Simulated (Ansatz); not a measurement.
# BiTe3O: the cost of one run

Method: DFT PBE, scalar-relativistic, plane waves, PAW, in Ansatz 0.2.0.

1 further run of the same task is left out (set aside as unsound or not needed).

### 1 The starting structure

It takes space group P4mm (No. 99, tetragonal). The conventional cell has a = 3.944 Å, b = 3.944 Å, c = 10.654 Å, α = 90.00°, β = 90.00°, γ = 90.00°. Bi (site symmetry 4mm) has 4 O at 2.79 Å and 1 Te at 2.88 Å as nearest neighbours. Around Te (site symmetry 2mm) lie 4 Te at 2.79 Å. Te (site symmetry 4mm) is surrounded by 1 Bi at 2.88 Å. O (site symmetry 4mm) is surrounded by 4 Bi at 2.79 Å.

Coordinates:

```cif
data_structure
_symmetry_space_group_name_H-M 'P 1'
_symmetry_Int_Tables_number 1
_cell_length_a 3.9444
_cell_length_b 3.9444
_cell_length_c 10.6542
_cell_angle_alpha 90.000
_cell_angle_beta 90.000
_cell_angle_gamma 90.000
_cell_volume 165.76
loop_
_atom_site_label
_atom_site_type_symbol
_atom_site_fract_x
_atom_site_fract_y
_atom_site_fract_z
_atom_site_occupancy
Bi1 Bi 0.00000 0.00000 0.83611 1
Te1 Te 0.50000 0.00000 0.18133 1
Te2 Te 0.00000 0.50000 0.18133 1
Te3 Te 0.00000 0.00000 0.56563 1
O1 O 0.50000 0.50000 0.84379 1
```

The cell was relaxed beforehand at this level, from a database cell with other species swapped in; it is a trial structure. At a tolerance of 0.05 Å it has space group P4mm (No. 99); it has 33.15 Å³/atom, an uncorrected energy of +0.22 eV/atom over the elements.

### 2 Bands, states and charges

File input.yaml:

```yaml
crystal:
  lattice:
    - [3.9443927923, 0.0, 0.0]
    - [0.0, 3.9443927923, 0.0]
    - [0.0, 0.0, 10.6541550047]
  atoms:
    - { symbol: Bi, position: [0.0, 0.0, 0.8361147856] }
    - { symbol: Te, position: [0.5, 0.0, 0.1813347376] }
    - { symbol: Te, position: [0.0, 0.5, 0.1813347376] }
    - { symbol: Te, position: [0.0, 0.0, 0.5656272863] }
    - { symbol: O, position: [0.5, 0.5, 0.8437904729] }
basis:
  ecutwfc: 420
kpoints:
  mp_grid: { grid: [10, 10, 4] }
  band_path:
    path:
      - [[0.0, 0.0, 0.0], [0.0, 0.5, 0.0], [0.5, 0.5, 0.0], [0.0, 0.0, 0.0], [0.0, 0.0, 0.5], [0.0, 0.5, 0.5], [0.5, 0.5, 0.5], [0.0, 0.0, 0.5]]
      - [[0.0, 0.5, 0.0], [0.0, 0.5, 0.5]]
      - [[0.5, 0.5, 0.0], [0.5, 0.5, 0.5]]
    npoints: 14
hamiltonian:
  xc: pbe
scf:
  occupations: { method: gaussian, width: 0.1 }
  n_extra_bands: 12
output:
  forces: true
  stress: true
  eigenvalues: true
  populations: true
  dos: { projected: true, de: 0.02, nscf_kmesh: { grid: [12, 12, 5] } }
  bader: true
  write_density: true
  write_potential: true
  elf: true
  volumetric_format: npy
```

Started as:

```
> ansatz run input.yaml --threads 1 --pin off --max-ram 2560MiB --backend cpu --events-out ev --progress --plain --runs-dir out
```

**Question.** How long does this run take on 1 thread of Arm Neoverse V2, shared host, and how much memory does it need?

About 3 min, with a peak of 0.84 GiB.
